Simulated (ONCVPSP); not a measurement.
# Fluorine: generating and testing an ONCV potential

Do these settings give a usable potential? It is generated, then checked for transferability, scattering, ghosts and hardness.

Program: ONCVPSP 4.0.1.1 (patched build). Reference atom: PBE, scalar-relativistic, spherical and spin-unpolarised. All values are calculated.

## Step 1: Starting point

The settings as typed:

| Item | Value |
| --- | --- |
| element | fluorine (F, Z = 9) |
| type | optimised norm-conserving Vanderbilt (ONCV) |
| frozen core | [He] |
| valence charge | 7 |
| reference configuration | 2s2 2p5 |
| partial waves | 2s: rc 0.85 bohr, ncon 4, nbas 8, qcut 6.6 1/bohr, 2 projectors, debl 3.2 Ha; 2p: rc 1.45 bohr, ncon 3, nbas 7, qcut 12 1/bohr, 1 projector; d scattering state at 0.38 Ha: rc 1.55 bohr, ncon 3, nbas 6, qcut 5.9 1/bohr, 3 projectors, debl 0.7 Ha |
| local potential | polynomial inside 0.65 bohr (lpopt 5, dvloc0 4 Ha) |
| core correction | Teter function, fcfact 3.75, rcfact 1.35 |

## Step 2: Generating the potential

F.dat reads:

```
# ATOM AND REFERENCE CONFIGURATION
# atsym  z   nc   nv     iexc    psfile
  F 9.00    1    2        4      upf
#
#   n    l    f
    1    0    2.00
    2    0    2.00
    2    1    5.00
#
# PSEUDOPOTENTIAL AND OPTIMIZATION
# lmax
    2
#
#   l,   rc,      ep,       ncon, nbas, qcut
    0    0.85    0.00    4    8    6.60
    1    1.45    0.00    3    7   12.00
    2    1.55    0.38    3    6    5.90
#
# LOCAL POTENTIAL
# lloc, lpopt,  rc(5),   dvloc0
    4    5    0.65    4.00
#
# VANDERBILT-KLEINMAN-BYLANDER PROJECTORs
# l, nproj, debl
    0    2    3.20
    1    1    2.50
    2    3    0.70
#
# MODEL CORE CHARGE
# icmod, fcfact, rcfact
    3    3.75    1.35
#
# LOG DERIVATIVE ANALYSIS
# epsh1, epsh2, depsh
   -3.00    5.00    0.02
#
# OUTPUT GRID
# rlmax, drl
    6.00    0.01
#
# TEST CONFIGURATIONS
# ncnf
    4
# nvcnf
#   n    l    f
    2
    2    0    2.00
    2    1    4.00
#
    2
    2    0    2.00
    2    1    3.00
#
    2
    2    0    2.00
    2    1    2.00
#
    2
    2    0    1.00
    2    1    5.00
#
```

On the command line:

```bash
$ oncvpsp.x < F.dat > F.out
```

What does the calculation give? Wanted: cutoffs for 1 and 0.1 mHa per electron, occupied waves; bound ghosts; GHOST(+) flags; largest test error; largest phase difference near zero energy, channels read; rms error of d²Exc/dn², without and with the model core.

**Answer**, as computed:

| quantity | value |
| --- | --- |
| cutoffs for 1 and 0.1 mHa per electron, occupied waves | 199 Ha and 245 Ha |
| bound ghosts | none found |
| GHOST(+) flags | none at low energy (1 near or above the test basis's cutoff) |
| largest test error (AE − PS) | +691 meV, for 2s2 2p2 |
| largest phase difference near zero energy, channels read | 0.004 rad |
| rms error of d²Exc/dn², without and with the model core | 1.35 and 1.96 mHa |

**Reading.** By total energies transferability is poor: the largest error is 691 meV on 118.4 eV, for 2s2 2p2. That test lies far up in energy; among those under 40 eV, nearer to bonding, the largest error is 51 meV. It counts as very hard, with 199 Ha needed at the looser tolerance. The 2s wave sets it; 2p needs 40 Ha. It is free of bound ghosts as far as tested. Near zero energy the phases of the channels with partial waves agree within 0.004 rad.
